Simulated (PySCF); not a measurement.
# Eu(NH2)3: forces at shaken geometries

Aim: move all atoms of relaxed Eu(NH2)3 at random and read energies and forces. The structure is generated, not taken from experiment.

Method: PBE0, Eu lcecp-1-SVP with ECP52, N def2-SVP, H def2-SVP; scalar-relativistic core potentials, no spin–orbit coupling; program: PySCF 2.14.0.

3 further runs of the same task are left out: 2 for a known fault of the program, 1 that didn't finish.

## (1) The starting structure

10 atoms, charge 0, spin multiplicity 1.

Bond lengths: Eu1–N2 2.210 Å, Eu1–N5 2.210 Å, Eu1–N8 2.210 Å, N2–H3 1.021 Å, N2–H4 1.021 Å, N5–H6 1.021 Å, N5–H7 1.021 Å, N8–H9 1.021 Å, N8–H10 1.021 Å. Angles: N2–Eu1–N5 119.8°, N2–Eu1–N8 119.9°, N5–Eu1–N8 120.4°, Eu1–N2–H3 127.3°, Eu1–N2–H4 127.6°, H3–N2–H4 105.1°, Eu1–N5–H6 127.1°, Eu1–N5–H7 127.9°, H6–N5–H7 105.0°, Eu1–N8–H9 128.0°, Eu1–N8–H10 126.9°, H9–N8–H10 105.1°.

As a file:

```xyz
10

Eu   -0.0060   -0.0031    0.0190
N     2.2036   -0.0010    0.0028
H     2.8224    0.8074    0.0810
H     2.8270   -0.8041   -0.0934
N    -1.1037    1.9043    0.2241
H    -0.7021    2.8382    0.3217
H    -2.1146    2.0486    0.2304
N    -1.1061   -1.9053   -0.2169
H    -2.1170   -2.0481   -0.2395
H    -0.7035   -2.8369   -0.3292
```

Formal oxidation states: Eu +3. Each metal's 6 4f electrons lie in its core potential, so multiplicities, spins and levels count the valence alone. An earlier session relaxed this geometry at PBE0, Eu lcecp-1-SVP with ECP52, N def2-SVP, H def2-SVP (singlet, point group C3v).

Its energy there is -202.939196 Eh.

## (2) Atoms moved at random, σ = 0.06 Å

The input, run.py (the lines that set the calculation):

```python
mol = gto.M(atom='''
Eu    -0.09858    -0.00831     0.02532
N      2.18021    -0.05743    -0.02113
H      2.84427     0.82100     0.11394
H      2.78592    -0.74023    -0.09279
N     -1.07540     1.90505     0.29780
H     -0.61160     2.82998     0.20354
H     -2.07228     2.03026     0.26533
N     -1.13500    -1.99909    -0.28146
H     -2.17804    -1.91634    -0.22488
H     -0.63950    -2.86489    -0.28568''',
    basis={'Eu': 'lcecp-1-SVP', 'N': 'def2-SVP', 'H': 'def2-SVP'},
    ecp={'Eu': 'lcecp-1-SVP'},
    charge=0, spin=0)
mf = dft.RKS(mol, xc='PBE0')
mf.grids.atom_grid = (50, 194)  # f atoms: unpruned, at least (60, 302)
mf = mf.density_fit()  # fitting sets: Eu AutoAux, N def2-universal-JKFIT, H def2-universal-JKFIT
mf.conv_tol = 1e-08; mf.max_cycle = 55
mf.kernel(dm0)  # dm0: the density of the relaxed state
```

Launch:

```console
$ OMP_NUM_THREADS=2 python run.py
```

Output:

```text
init E= -202.893406188434
  HOMO = -0.232570213370318  LUMO = -0.0559934854298163  gap/eV = 4.80490
cycle= 1 E= -202.90515276576  delta_E= -0.0117  |g|= 0.0982  |ddm|= 0.407
  HOMO = -0.202608896924684  LUMO = -0.0425911276017104  gap/eV = 4.35431
cycle= 2 E= -202.903030566236  delta_E= 0.00212  |g|= 0.138  |ddm|= 0.198
  HOMO = -0.216239582452779  LUMO = -0.0423191285912985  gap/eV = 4.73262
cycle= 3 E= -202.907414313288  delta_E= -0.00438  |g|= 0.0231  |ddm|= 0.128
  HOMO = -0.216291234377248  LUMO = -0.043085513594157  gap/eV = 4.71317
cycle= 4 E= -202.907542955891  delta_E= -0.000129  |g|= 0.00344  |ddm|= 0.0242
  HOMO = -0.216220941054529  LUMO = -0.0430455825282507  gap/eV = 4.71234
cycle= 5 E= -202.907544378079  delta_E= -1.42e-06  |g|= 0.00273  |ddm|= 0.00548
  HOMO = -0.216295762860025  LUMO = -0.0430391044397922  gap/eV = 4.71455
cycle= 6 E= -202.907546149324  delta_E= -1.77e-06  |g|= 0.000345  |ddm|= 0.00247
  HOMO = -0.216304524941959  LUMO = -0.0430593775355455  gap/eV = 4.71424
cycle= 7 E= -202.907546182606  delta_E= -3.33e-08  |g|= 4.54e-05  |ddm|= 0.000474
  HOMO = -0.216299765804109  LUMO = -0.043055597495016  gap/eV = 4.71421
cycle= 8 E= -202.907546183563  delta_E= -9.57e-10  |g|= 1.24e-05  |ddm|= 0.000108
  HOMO = -0.216302000645621  LUMO = -0.0430564140783574  gap/eV = 4.71425
Extra cycle  E= -202.907546183549  delta_E= 1.38e-11  |g|= 1.59e-05  |ddm|= 2.87e-05
converged SCF energy = -202.907546183549
```

It took 5.5 s on 2 threads of Arm Neoverse V1, shared host.

Read off: E = -202.907546 Eh (+0.861 eV from the relaxed state), HOMO -5.89 eV, LUMO -1.17 eV, Mulliken charge on Eu1 +0.91 e, largest force component 7.342 eV/Å. 

```
atom      Fx      Fy  Fz (eV/Å)
 Eu1   1.578  -1.331     -0.199
  N2  -3.229   7.342      0.967
  H3  -1.931  -2.131     -0.351
  H4   4.176  -5.125     -0.580
  N5   0.712   0.705     -0.260
  H6  -0.589  -0.596      0.197
  H7  -0.681   0.479      0.069
  N8  -0.698   3.250      0.363
  H9   1.247  -1.361     -0.158
 H10  -0.584  -1.231     -0.047
```

## (3) Atoms moved at random, σ = 0.06 Å

The input, run.py (the lines that set the calculation):

```python
mol = gto.M(atom='''
Eu    -0.01128     0.00353     0.09019
N      2.16007     0.05161    -0.01258
H      2.90997     0.84500     0.07661
H      2.87516    -0.86057    -0.15682
N     -1.05000     1.79133     0.26853
H     -0.66877     2.88755     0.31777
H     -2.21311     1.96080     0.21273
N     -1.17639    -1.89709    -0.09449
H     -2.05179    -2.02731    -0.25985
H     -0.77385    -2.75484    -0.44210''',
    basis={'Eu': 'lcecp-1-SVP', 'N': 'def2-SVP', 'H': 'def2-SVP'},
    ecp={'Eu': 'lcecp-1-SVP'},
    charge=0, spin=0)
mf = dft.RKS(mol, xc='PBE0')
mf.grids.atom_grid = (50, 194)  # f atoms: unpruned, at least (60, 302)
mf = mf.density_fit()  # fitting sets: Eu AutoAux, N def2-universal-JKFIT, H def2-universal-JKFIT
mf.conv_tol = 1e-08; mf.max_cycle = 55
mf.kernel(dm0)  # dm0: the density of the relaxed state
```

Launch:

```console
$ OMP_NUM_THREADS=2 python run.py
```

Output:

```text
init E= -202.772180596558
  HOMO = -0.253257452164341  LUMO = -0.0781726929954054  gap/eV = 4.76430
cycle= 1 E= -202.864194795845  delta_E= -0.092  |g|= 0.183  |ddm|= 0.51
  HOMO = -0.192399297902583  LUMO = -0.0348733867576989  gap/eV = 4.28650
cycle= 2 E= -202.852156636246  delta_E= 0.012  |g|= 0.298  |ddm|= 0.396
  HOMO = -0.216092457399432  LUMO = -0.0359854852569477  gap/eV = 4.90096
cycle= 3 E= -202.873460778389  delta_E= -0.0213  |g|= 0.0301  |ddm|= 0.245
  HOMO = -0.216560653100429  LUMO = -0.0366062248822701  gap/eV = 4.89681
cycle= 4 E= -202.873653089664  delta_E= -0.000192  |g|= 0.00625  |ddm|= 0.0318
  HOMO = -0.215898780935523  LUMO = -0.0369826688201336  gap/eV = 4.86856
cycle= 5 E= -202.873659764891  delta_E= -6.68e-06  |g|= 0.00388  |ddm|= 0.00941
  HOMO = -0.216451268127423  LUMO = -0.0370141731666003  gap/eV = 4.88273
cycle= 6 E= -202.873663372653  delta_E= -3.61e-06  |g|= 0.000714  |ddm|= 0.00362
  HOMO = -0.216406230043891  LUMO = -0.0369959857429585  gap/eV = 4.88200
cycle= 7 E= -202.873663504884  delta_E= -1.32e-07  |g|= 7.68e-05  |ddm|= 0.000927
  HOMO = -0.216409989364366  LUMO = -0.0370010766610029  gap/eV = 4.88197
cycle= 8 E= -202.873663507025  delta_E= -2.14e-09  |g|= 2.37e-05  |ddm|= 0.000151
  HOMO = -0.216405974358832  LUMO = -0.0369961621692596  gap/eV = 4.88199
Extra cycle  E= -202.873663507106  delta_E= -8.05e-11  |g|= 2.04e-05  |ddm|= 6.51e-05
converged SCF energy = -202.873663507106
```

It took 5 s on 2 threads of Arm Neoverse V1, shared host.

It gives: E = -202.873664 Eh (+1.783 eV from the relaxed state), HOMO -5.89 eV, LUMO -1.01 eV, Mulliken charge on Eu1 +0.89 e, largest force component 7.915 eV/Å. 

```
atom      Fx      Fy  Fz (eV/Å)
 Eu1   0.480  -2.094     -0.010
  N2   4.963  -1.311     -0.310
  H3  -1.844  -1.692     -0.206
  H4  -2.563   2.995      0.475
  N5  -3.921   6.293      0.058
  H6  -1.286  -3.693     -0.132
  H7   4.074  -0.605      0.238
  N8   7.404   1.446      0.985
  H9  -7.915  -0.829     -1.130
 H10   0.608  -0.510      0.034
```

## (4) Atoms moved at random, σ = 0.1 Å

The input, run.py (the lines that set the calculation):

```python
mol = gto.M(atom='''
Eu    -0.14590     0.21267     0.10647
N      2.08671     0.08237    -0.00499
H      2.86721     0.75000     0.04501
H      2.90213    -0.71937    -0.10503
N     -1.11077     2.10650     0.25140
H     -0.63579     2.82508     0.28072
H     -2.27064     1.93557     0.22309
N     -1.01403    -2.09162    -0.07460
H     -2.06554    -2.14055    -0.45562
H     -0.61338    -2.96066    -0.26645''',
    basis={'Eu': 'lcecp-1-SVP', 'N': 'def2-SVP', 'H': 'def2-SVP'},
    ecp={'Eu': 'lcecp-1-SVP'},
    charge=0, spin=0)
mf = dft.RKS(mol, xc='PBE0')
mf.grids.atom_grid = (50, 194)  # f atoms: unpruned, at least (60, 302)
mf = mf.density_fit()  # fitting sets: Eu AutoAux, N def2-universal-JKFIT, H def2-universal-JKFIT
mf.conv_tol = 1e-08; mf.max_cycle = 55
mf.kernel(dm0)  # dm0: the density of the relaxed state
```

Launch:

```console
$ OMP_NUM_THREADS=2 python run.py
```

Output:

```text
init E= -202.731300264045
  HOMO = -0.284725699228587  LUMO = -0.0984012319107599  gap/eV = 5.07015
cycle= 1 E= -202.814493956767  delta_E= -0.0832  |g|= 0.255  |ddm|= 0.762
  HOMO = -0.137086228148952  LUMO = -0.0510622868719857  gap/eV = 2.34083
cycle= 2 E= -202.780387541547  delta_E= 0.0341  |g|= 0.449  |ddm|= 0.65
  HOMO = -0.198166595817781  LUMO = -0.0475049495210271  gap/eV = 4.09971
cycle= 3 E= -202.831001671099  delta_E= -0.0506  |g|= 0.0573  |ddm|= 0.426
  HOMO = -0.193547857450248  LUMO = -0.0497942026297622  gap/eV = 3.91174
cycle= 4 E= -202.831779128419  delta_E= -0.000777  |g|= 0.0155  |ddm|= 0.063
  HOMO = -0.195266235187528  LUMO = -0.0500657576018497  gap/eV = 3.95111
cycle= 5 E= -202.831823222325  delta_E= -4.41e-05  |g|= 0.00741  |ddm|= 0.0177
  HOMO = -0.195064464447931  LUMO = -0.0500550941826354  gap/eV = 3.94591
cycle= 6 E= -202.831836999427  delta_E= -1.38e-05  |g|= 0.000964  |ddm|= 0.00759
  HOMO = -0.195183377442714  LUMO = -0.0500458614239285  gap/eV = 3.94939
cycle= 7 E= -202.83183726507  delta_E= -2.66e-07  |g|= 0.000341  |ddm|= 0.00144
  HOMO = -0.195189290249733  LUMO = -0.0500524841506333  gap/eV = 3.94937
cycle= 8 E= -202.831837286087  delta_E= -2.1e-08  |g|= 0.000201  |ddm|= 0.00046
  HOMO = -0.195191477645817  LUMO = -0.0500530472607146  gap/eV = 3.94942
cycle= 9 E= -202.831837296388  delta_E= -1.03e-08  |g|= 2.62e-05  |ddm|= 0.000212
  HOMO = -0.19518675759679  LUMO = -0.0500507358061171  gap/eV = 3.94935
cycle= 10 E= -202.8318372966  delta_E= -2.11e-10  |g|= 5.59e-06  |ddm|= 3.95e-05
  HOMO = -0.195185794207003  LUMO = -0.0500518671900529  gap/eV = 3.94930
Extra cycle  E= -202.831837296596  delta_E= 3.87e-12  |g|= 7.33e-06  |ddm|= 1.74e-05
converged SCF energy = -202.831837296596
```

Run time: 5.7 s. Hardware: 2 threads of Arm Neoverse V1, shared host.

It gives: E = -202.831837 Eh (+2.921 eV from the relaxed state), HOMO -5.31 eV, LUMO -1.36 eV, Mulliken charge on Eu1 +0.92 e, largest force component 11.791 eV/Å. 

```
atom       Fx       Fy  Fz (eV/Å)
 Eu1    1.412   -3.885     -0.224
  N2    3.319   -2.027     -0.245
  H3   -0.772    1.060      0.108
  H4   -3.372    1.431      0.223
  N5  -10.090  -11.791     -0.586
  H6    4.938   10.935      0.448
  H7    4.347    2.077      0.181
  N8   -3.556    4.344     -0.614
  H9    2.886   -0.191      1.135
 H10    0.888   -1.953     -0.426
```

## (5) The displacements side by side

| σ (Å) | energy rise (eV) | harmonic estimate −½ F·u (eV) | largest force component (eV/Å) |
| --- | --- | --- | --- |
| 0.06 | 0.861 | 0.880 | 7.34 |
| 0.06 | 1.783 | 1.664 | 7.92 |
| 0.1 | 2.921 | 2.965 | 11.79 |

Every displacement raises the energy. For a harmonic well the rise equals −½ F·u; the two differ by at most 7 % here (a move with σ = 0.06 Å), from anharmonicity, the grid and the small forces left at the relaxed point. The bases are small and lack diffuse functions. Spin–orbit coupling is left out.
